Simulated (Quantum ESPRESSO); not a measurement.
An input for Quantum ESPRESSO 7.5 (Li2TiSbAs):

The input pw.in:

```
&CONTROL
  calculation = 'scf'
  prefix = 'pwscf'
  outdir = './tmp'
  pseudo_dir = './pseudo'
  tprnfor = .true.
  tstress = .true.
  disk_io = 'low'
/
&SYSTEM
  ibrav = 0
  nat = 5
  ntyp = 4
  ecutwfc = 84
  nbnd = 33
  input_dft = 'pz'
  occupations = 'smearing'
  smearing = 'mv'
  degauss = 0.00367493
  lspinorb = .true.
/
&ELECTRONS
  conv_thr = 1d-09
  electron_maxstep = 80
  mixing_beta = 0.5
/
ATOMIC_SPECIES
Li     6.9400 Li.upf
Ti    47.8670 Ti.upf
Sb   121.7600 Sb.upf
As    74.9216 As.upf
CELL_PARAMETERS angstrom
   4.6594893600    0.0000000000    0.0000000000
  -2.3297446800    4.0352361500    0.0000000000
   0.0000000000    0.0000000000    5.8161954100
ATOMIC_POSITIONS crystal
Li     0.6666666700    0.3333333300    0.1987408000
Li     0.6666666700    0.3333333300    0.8012592000
Ti     0.0000000000    0.0000000000    0.0000000000
Sb     0.0000000000    0.0000000000    0.5000000000
As     0.6666666700    0.3333333300    0.5000000000
K_POINTS automatic
7 7 5 0 0 0
```

Potentials or basis: PseudoDojo 0.5 SR PBE standard.

Command:

```sh
$ OMP_NUM_THREADS=1 pw.x -in pw.in > pw.out
```

How does this run end?

The run stopped without a result. It printed:

pw.out:

```text
This program is part of the open-source Quantum ESPRESSO suite
     for quantum simulation of materials; please cite
         "P. Giannozzi et al., J. Phys.:Condens. Matter 21 395502 (2009);
         "P. Giannozzi et al., J. Phys.:Condens. Matter 29 465901 (2017);
         "P. Giannozzi et al., J. Chem. Phys. 152 154105 (2020);
     in publications or presentations arising from this work. More details at

     IMPORTANT: XC functional enforced from input :
     Exchange-correlation= PZ
                           (   1   1   0   0   0   0   0)
     Any further DFT definition will be discarded
     Please, verify this is what you really want

 %%%%%%%%%%%%%%%%%%%%%%%%%%%%%%%%%%%%%%%%%%%%%%%%%%%%%%%%%%%%%%%%%%%%%%%%%%%%%%
     Error in routine setup (1):
     spin orbit requires a non collinear calculation
 %%%%%%%%%%%%%%%%%%%%%%%%%%%%%%%%%%%%%%%%%%%%%%%%%%%%%%%%%%%%%%%%%%%%%%%%%%%%%%

     stopping ...
```
